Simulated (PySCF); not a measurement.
# C₄H₇BSe: magnetic properties

Aim: compute the magnetic properties of C₄H₇BSe (`B[C@@H]1C=C[Se]C1`).

Programs: PySCF 2.14.0, with routines of our own; each step states its level. All values are computed. Atoms count from 0.

## Step 1: The system as given

13 atoms, charge 0, multiplicity 1; geometry from: GFN2-xTB.

## Step 2: Magnetic properties: GIAO PBE/pcSseg-1

The job: settings as JSON, then the geometry in Å.

```
{"job": {"kind": "mag", "xc": "PBE", "basis": "pcSseg-1", "isotopologues": 2}, "charge": 0, "multiplicity": 1}
B      1.668378    -0.188380     0.649424
C      0.514907     0.012707    -0.405732
C     -0.319102     1.121724     0.199663
C     -1.630728     0.948789     0.281357
Se    -2.279839    -0.687234    -0.398405
C     -0.382515    -1.206146    -0.661177
H      1.632597    -1.076022     1.407316
H      2.527446     0.600873     0.708800
H      0.891835     0.397098    -1.361526
H      0.171155     2.026346     0.522739
H     -2.338920     1.662777     0.666319
H     -0.183967    -2.012885     0.045824
H     -0.275634    -1.599162    -1.672328
```

With the program's defaults for keys left out, this is: GIAO PBE/pcSseg-1 magnetisability, rotational g tensor and spin-rotation constants, non-relativistic, gas phase.

Command:

```bash
$ OMP_NUM_THREADS=1 python excited_run.py task.json out
```

The driver reads the jobs from task.json and runs them one after another.

Standard output:

```text
coarse grid: 50536 points
cycle   1  E = -2582.0184288285  dE = -4.800e-01  |g| = 9.408e-01  |ddm| = 3.529e+00
cycle   2  E = -2581.8478740436  dE =  1.706e-01  |g| = 1.109e+00  |ddm| = 1.365e+00
cycle   3  E = -2582.0225381281  dE = -1.747e-01  |g| = 4.937e-01  |ddm| = 1.522e+00
cycle   4  E = -2582.0928418872  dE = -7.030e-02  |g| = 1.482e-01  |ddm| = 7.731e-01
cycle   5  E = -2582.0981416830  dE = -5.300e-03  |g| = 7.796e-02  |ddm| = 2.220e-01
cycle   6  E = -2582.0996620380  dE = -1.520e-03  |g| = 1.764e-02  |ddm| = 7.468e-02
cycle   7  E = -2582.0997428038  dE = -8.077e-05  |g| = 7.704e-03  |ddm| = 2.740e-02
cycle   8  E = -2582.0997564826  dE = -1.368e-05  |g| = 2.178e-03  |ddm| = 8.866e-03
cycle   9  E = -2582.0997577300  dE = -1.247e-06  |g| = 4.001e-04  |ddm| = 2.529e-03
final grid: 106720 points
cycle  10  E = -2582.0997963533  dE = -4.440e-08  |g| = 6.493e-04  |ddm| = 2.839e-03
cycle  11  E = -2582.0997961030  dE =  2.503e-07  |g| = 1.185e-03  |ddm| = 1.773e-03
cycle  12  E = -2582.0997964456  dE = -3.426e-07  |g| = 1.765e-04  |ddm| = 1.210e-03
cycle  13  E = -2582.0997964537  dE = -8.081e-09  |g| = 3.804e-05  |ddm| = 1.911e-04
cycle  14  E = -2582.0997964541  dE = -3.502e-10  |g| = 1.062e-05  |ddm| = 4.643e-05
converged SCF energy = -2582.0997964541

Magnetisability tensor (1e-30 J/T^2)
    -1041.82       60.15       78.00
       60.15    -1106.56      -63.82
       78.00      -63.82    -1077.11
isotropic -1075.16   principal values   -1212.02  -1034.61   -978.85
isotropic susceptibility -64.748 1e-6 cm^3/mol

Inertial axes            a          b          c
rot. const./GHz      5.5451     1.6824     1.3799
chi total           -60.147    -70.863    -63.233
chi diamagnetic    -328.081   -762.804   -919.048
chi paramagnetic    267.934    691.941    855.815
quadrupole/D A       -3.125      6.942     -3.817
g nuclear            0.6292     0.5298     0.5399
g electronic        -0.6980    -0.5469    -0.5548
g total             -0.0688    -0.0171    -0.0149

Spin-rotation constants (kHz, H = +C I.J)
atom  isotope        aa         bb         cc
  0    11B        2.481      0.430      0.553
  6     1H       -0.491     -0.085      0.089
  7     1H        0.391     -0.101     -0.112
  8     1H       -0.500     -0.183      0.076
  9     1H       -0.197      0.022     -0.165
 10     1H       -0.359      0.114     -0.161
 11     1H       -0.513     -0.089     -0.006
 12     1H       -0.543     -0.070     -0.024
  1    13C*       1.207      0.284      0.348
  2    13C*       1.389      0.713      0.264
  3    13C*       1.855      0.818      0.269
  4   77Se*      13.984      1.886      3.508
  5    13C*       0.838      0.286      0.328
* in the singly substituted isotopologue

Isotopologues: g along a, b, c
2H    at 6,7,8,9,10,11,    -0.0546    -0.0152    -0.0131
10B   at 0                 -0.0692    -0.0176    -0.0152
```

Wall time 49 s (1 thread of Intel Xeon Platinum 8488C, shared host); peak memory 0.66 GiB.

Key values:

| quantity | value |
| --- | --- |
| magnetisability | -1075·10⁻³⁰ J/T² |
| molar susceptibility | -64.7·10⁻⁶ cm³/mol |
| rotational g (a, b, c) | -0.0688, -0.0171, -0.0149 |

The fields below are evaluated on a grid from the run's orbitals.

Frontier orbitals at PBE/pcSseg-1, with the share of their density that lies nearest to each atom:

| orbital | energy (eV) | lies on |
| --- | --- | --- |
| HOMO | -4.75 | Se4 58 %; C2 17 %; C3 7 % |
| LUMO | -2.61 | B0 50 %; H6, H7 about 12 % each; C3 6 % |

ELF in a plane through or near 5 of the atoms.

Ten even steps from ' ' (0.00) to '@' (1.00):
```
                                                        
                                                        
                                                        
                      ..++++::                          
                      %%@@@@@@##      ==++--            
          ..::..    ..%%@@@@@@##    ++@@@@@@**::        
        ::**%%##==::--##@@@@%%==  ==@@@@@@@@@@##        
        ::**%%%%****##--..==++::..++@@@@@@@@@@%%..      
          ::++******@@++::++##++++++**@@@@@@@@**        
            ::==****++==**%%--::%%%%++::==--::          
        ..::--==**++--  --++....##%%##..                
      ::++##%%**========**%%@@%%++==--..                
      --##%%%%**::--++##==::==++::                      
      --##%%@@%%++++****++--++++::                      
      ..++##%%%%##++::::##%%%%**::                      
        ::--++++==..    ++##**==..                      
                          ......                        
                                                        
                                                        
                                                        
```
The map spans 10.4 Å across and 9.5 Å up, centred on the molecule. Atoms in the plane (x, y in Å): C1 (0.4, -0.1), C2 (-0.6, 1.0), C5 (-0.1, -1.4), H7 (2.4, 1.3), H9 (-0.3, 2.1).

log10 of the density (e/Å³) in the same plane.

Values, 10 rows by 14 columns:
```
-4.0 -4.0 -4.0 -4.0 -4.0 -4.0 -4.0 -4.0 -4.0 -4.0 -4.0 -4.0 -4.0 -4.0
-4.0 -4.0 -4.0 -4.0 -4.0 -3.4 -2.9 -3.0 -3.5 -3.7 -3.7 -4.0 -4.0 -4.0
-4.0 -4.0 -3.2 -2.6 -2.3 -1.8 -0.9 -1.2 -2.1 -2.2 -2.1 -2.6 -3.4 -4.0
-4.0 -3.5 -2.0 -1.1 -0.8 -0.6  0.2 -0.3 -1.3 -0.8 -0.5 -1.4 -2.6 -3.7
-4.0 -3.3 -1.9 -0.8 -0.1  0.2  0.9  0.0 -0.4 -0.2 -0.3 -1.3 -2.6 -3.6
-4.0 -2.9 -1.7 -0.8 -0.3 -0.5 -0.4  0.4  0.2 -0.5 -1.3 -2.2 -3.1 -4.0
-3.5 -2.5 -1.2 -0.3  0.3 -0.2  0.2  0.2 -0.7 -1.6 -2.4 -3.1 -3.9 -4.0
-3.5 -2.9 -1.7 -1.0 -0.7 -0.9 -0.3 -0.2 -1.1 -2.2 -3.4 -4.0 -4.0 -4.0
-4.0 -4.0 -2.8 -2.3 -2.1 -2.2 -1.9 -1.8 -2.3 -3.1 -4.0 -4.0 -4.0 -4.0
-4.0 -4.0 -4.0 -4.0 -4.0 -4.0 -3.7 -3.6 -3.9 -4.0 -4.0 -4.0 -4.0 -4.0
```
The map spans 10.4 Å across and 9.5 Å up, centred on the molecule. Atoms in the plane (x, y in Å): C1 (0.4, -0.1), C2 (-0.6, 1.0), C5 (-0.1, -1.4), H7 (2.4, 1.3), H9 (-0.3, 2.1).

On the surface of density 0.002 e/bohr³ the electrostatic potential runs, from the 1st to the 99th percentile, from -0.82 V near Se4 to 1.14 V near B0.

## Step 3: Magnetic properties: GIAO KT2/STO-3G

The job, as its differences from that of step 2:

```diff
@@ -1,2 +1,2 @@
-{"job": {"kind": "mag", "xc": "PBE", "basis": "pcSseg-1", "isotopologues": 2}, "charge": 0, "multiplicity": 1}
+{"job": {"kind": "mag", "xc": "KT2", "basis": "STO-3G"}, "charge": 0, "multiplicity": 1}
 B      1.668378    -0.188380     0.649424
```

Level: GIAO KT2/STO-3G magnetisability, rotational g tensor and spin-rotation constants, non-relativistic, gas phase.

Standard output:

```text
coarse grid: 50536 points
cycle   1  E = -2566.8707063836  dE = -2.417e+00  |g| = 4.673e-01  |ddm| = 4.688e+00
cycle   2  E = -2565.2518588581  dE =  1.619e+00  |g| = 1.404e+00  |ddm| = 3.739e+00
cycle   3  E = -2566.9717452704  dE = -1.720e+00  |g| = 2.224e-01  |ddm| = 3.353e+00
cycle   4  E = -2566.9894310817  dE = -1.769e-02  |g| = 9.842e-02  |ddm| = 3.803e-01
cycle   5  E = -2566.9938271845  dE = -4.396e-03  |g| = 4.737e-02  |ddm| = 2.228e-01
cycle   6  E = -2566.9945972811  dE = -7.701e-04  |g| = 2.056e-02  |ddm| = 1.120e-01
cycle   7  E = -2566.9947152294  dE = -1.179e-04  |g| = 8.164e-03  |ddm| = 3.501e-02
cycle   8  E = -2566.9947413353  dE = -2.611e-05  |g| = 7.324e-04  |ddm| = 1.580e-02
cycle   9  E = -2566.9947415275  dE = -1.922e-07  |g| = 2.526e-04  |ddm| = 1.500e-03
final grid: 106720 points
cycle  10  E = -2566.9947019896  dE =  3.264e-08  |g| = 3.974e-04  |ddm| = 1.029e-03
cycle  11  E = -2566.9947017955  dE =  1.941e-07  |g| = 8.413e-04  |ddm| = 1.895e-03
cycle  12  E = -2566.9947020387  dE = -2.432e-07  |g| = 1.523e-04  |ddm| = 1.367e-03
cycle  13  E = -2566.9947020459  dE = -7.191e-09  |g| = 1.289e-05  |ddm| = 2.032e-04
cycle  14  E = -2566.9947020459  dE = -5.139e-11  |g| = 1.467e-06  |ddm| = 2.014e-05
converged SCF energy = -2566.9947020459

Magnetisability tensor (1e-30 J/T^2)
    -1083.48       67.71       70.15
       67.71    -1126.59      -53.04
       70.15      -53.04    -1189.25
isotropic -1133.11   principal values   -1268.64  -1102.39  -1028.29
isotropic susceptibility -68.237 1e-6 cm^3/mol

Inertial axes            a          b          c
rot. const./GHz      5.5451     1.6824     1.3799
chi total           -62.630    -72.457    -69.624
chi diamagnetic    -320.887   -755.258   -913.959
chi paramagnetic    258.257    682.801    844.334
quadrupole/D A       -4.117      5.351     -1.234
g nuclear            0.6292     0.5298     0.5399
g electronic        -0.6728    -0.5397    -0.5474
g total             -0.0436    -0.0099    -0.0074

Spin-rotation constants (kHz, H = +C I.J)
atom  isotope        aa         bb         cc
  0    11B        2.030      0.310      0.448
  6     1H       -0.480     -0.084      0.074
  7     1H        0.325     -0.102     -0.104
  8     1H       -0.533     -0.181      0.043
  9     1H       -0.226     -0.010     -0.157
 10     1H       -0.423      0.079     -0.158
 11     1H       -0.549     -0.112     -0.021
 12     1H       -0.578     -0.096     -0.039
  1    13C*       0.633      0.128      0.191
  2    13C*       0.856      0.453      0.128
  3    13C*       1.203      0.519      0.119
  4   77Se*       6.179      0.775      1.378
  5    13C*       0.403      0.148      0.189
* in the singly substituted isotopologue
```

It took 11 s on 1 thread of Intel Xeon Platinum 8488C, shared host; peak memory 0.51 GiB.

From this job:

| quantity | value |
| --- | --- |
| magnetisability | -1133·10⁻³⁰ J/T² |
| molar susceptibility | -68.2·10⁻⁶ cm³/mol |
| rotational g (a, b, c) | -0.0436, -0.0099, -0.0074 |

## Step 4: Magnetic properties: GIAO OLYP/def2-SVP

The job, as its differences from that of step 3:

```diff
@@ -1,2 +1,2 @@
-{"job": {"kind": "mag", "xc": "KT2", "basis": "STO-3G"}, "charge": 0, "multiplicity": 1}
+{"job": {"kind": "mag", "xc": "OLYP", "basis": "def2-SVP", "scf": {"guess": "sap"}}, "charge": 0, "multiplicity": 1}
 B      1.668378    -0.188380     0.649424
```

Level: GIAO OLYP/def2-SVP magnetisability, rotational g tensor and spin-rotation constants, non-relativistic, gas phase.

Standard output:

```text
final grid: 106720 points
cycle   1  E = -2534.7663170989  dE =  4.278e+01  |g| = 8.978e+00  |ddm| = 5.734e+01
cycle   2  E = -2199.7555635205  dE =  3.350e+02  |g| = 2.121e+01  |ddm| = 6.691e+01
cycle   3  E = -2556.2305484109  dE = -3.565e+02  |g| = 8.602e+00  |ddm| = 5.062e+01
cycle   4  E = -2567.6058422747  dE = -1.138e+01  |g| = 5.518e+00  |ddm| = 2.088e+01
cycle   5  E = -2566.0732151517  dE =  1.533e+00  |g| = 5.470e+00  |ddm| = 2.130e+01
cycle   6  E = -2582.6233381385  dE = -1.655e+01  |g| = 1.321e+00  |ddm| = 1.008e+01
cycle   7  E = -2582.5361022348  dE =  8.724e-02  |g| = 1.493e+00  |ddm| = 3.006e+00
cycle   8  E = -2583.1273531770  dE = -5.913e-01  |g| = 3.494e-01  |ddm| = 1.841e+00
cycle   9  E = -2583.1458007883  dE = -1.845e-02  |g| = 2.313e-01  |ddm| = 5.849e-01
cycle  10  E = -2583.1602720050  dE = -1.447e-02  |g| = 3.463e-02  |ddm| = 2.287e-01
cycle  11  E = -2583.1606799923  dE = -4.080e-04  |g| = 1.273e-02  |ddm| = 8.011e-02
cycle  12  E = -2583.1607174099  dE = -3.742e-05  |g| = 6.280e-03  |ddm| = 2.649e-02
cycle  13  E = -2583.1607262572  dE = -8.847e-06  |g| = 2.402e-03  |ddm| = 9.528e-03
cycle  14  E = -2583.1607278085  dE = -1.551e-06  |g| = 5.829e-04  |ddm| = 3.394e-03
cycle  15  E = -2583.1607279045  dE = -9.605e-08  |g| = 9.043e-05  |ddm| = 8.670e-04
cycle  16  E = -2583.1607279056  dE = -1.073e-09  |g| = 7.398e-05  |ddm| = 2.864e-04
cycle  17  E = -2583.1607279074  dE = -1.798e-09  |g| = 7.875e-06  |ddm| = 1.234e-04
cycle  18  E = -2583.1607279074  dE = -9.550e-12  |g| = 2.066e-06  |ddm| = 1.712e-05
converged SCF energy = -2583.1607279074

Magnetisability tensor (1e-30 J/T^2)
    -1035.73       63.03       78.85
       63.03    -1094.11      -62.99
       78.85      -62.99    -1073.53
isotropic -1067.79   principal values   -1205.99  -1025.31   -972.06
isotropic susceptibility -64.304 1e-6 cm^3/mol

Inertial axes            a          b          c
rot. const./GHz      5.5451     1.6824     1.3799
chi total           -59.668    -70.257    -62.986
chi diamagnetic    -326.695   -761.279   -918.130
chi paramagnetic    267.027    691.022    855.144
quadrupole/D A       -3.311      6.519     -3.208
g nuclear            0.6292     0.5298     0.5399
g electronic        -0.6956    -0.5462    -0.5544
g total             -0.0664    -0.0164    -0.0144

Spin-rotation constants (kHz, H = +C I.J)
atom  isotope        aa         bb         cc
  0    11B        2.148      0.371      0.481
  6     1H       -0.483     -0.086      0.086
  7     1H        0.381     -0.103     -0.112
  8     1H       -0.508     -0.185      0.073
  9     1H       -0.198      0.019     -0.165
 10     1H       -0.377      0.112     -0.163
 11     1H       -0.521     -0.092     -0.006
 12     1H       -0.551     -0.075     -0.026
  1    13C*       1.052      0.249      0.306
  2    13C*       1.282      0.642      0.233
  3    13C*       1.702      0.733      0.235
  4   77Se*      12.896      1.772      3.298
  5    13C*       0.743      0.259      0.295
* in the singly substituted isotopologue
```

Run time: 35 s. Hardware: 1 thread of Intel Xeon Platinum 8488C, shared host; peak memory 0.57 GiB.

In short:

| quantity | value |
| --- | --- |
| magnetisability | -1068·10⁻³⁰ J/T² |
| molar susceptibility | -64.3·10⁻⁶ cm³/mol |
| rotational g (a, b, c) | -0.0664, -0.0164, -0.0144 |

## Step 5: Magnetic properties side by side

| level | ξ (10⁻³⁰ J/T²) | g(a) | g(b) | gap (eV) | functions | time |
| --- | --- | --- | --- | --- | --- | --- |
| GIAO PBE/pcSseg-1 | -1075 | -0.0688 | -0.0171 | 2.14 | 161 | 49 s |
| GIAO KT2/STO-3G | -1133 | -0.0436 | -0.0099 | 2.66 | 50 | 11 s |
| GIAO OLYP/def2-SVP | -1068 | -0.0664 | -0.0164 | 2.24 | 137 | 35 s |

## Step 6: Outcome

| quantity | value |
| --- | --- |
| magnetisability (step 2, GIAO PBE/pcSseg-1) | -1075·10⁻³⁰ J/T² |
| molar susceptibility (step 2, GIAO PBE/pcSseg-1) | -64.7·10⁻⁶ cm³/mol |
| rotational g (a, b, c) (step 2, GIAO PBE/pcSseg-1) | -0.0688, -0.0171, -0.0149 |
| surface potential, 1st and 99th percentile | -0.82 V and 1.14 V |
| magnetisability over the levels | -1075 to -1068·10⁻³⁰ J/T² |

What this shows: Steps that list no spin-orbit terms leave them out, which matters at and beside the heavy atoms. At PBE/pcSseg-1, counted by nearest atom on the grid, the HOMO lies on Se4 58 %; C2 17 %, the LUMO on B0 50 %; H6, H7 about 12 % each. GIAO KT2/STO-3G has a minimal basis, so it is left out of the spread where two other levels stand. The magnetisability spreads by 0.7 % over 2 levels, from GIAO PBE/pcSseg-1 (49 s) to GIAO OLYP/def2-SVP (35 s); the runs took 35 s to 49 s. Two levels can agree by chance, so this spread shows no convergence. Vibrational averaging and real surroundings are missing from these values.
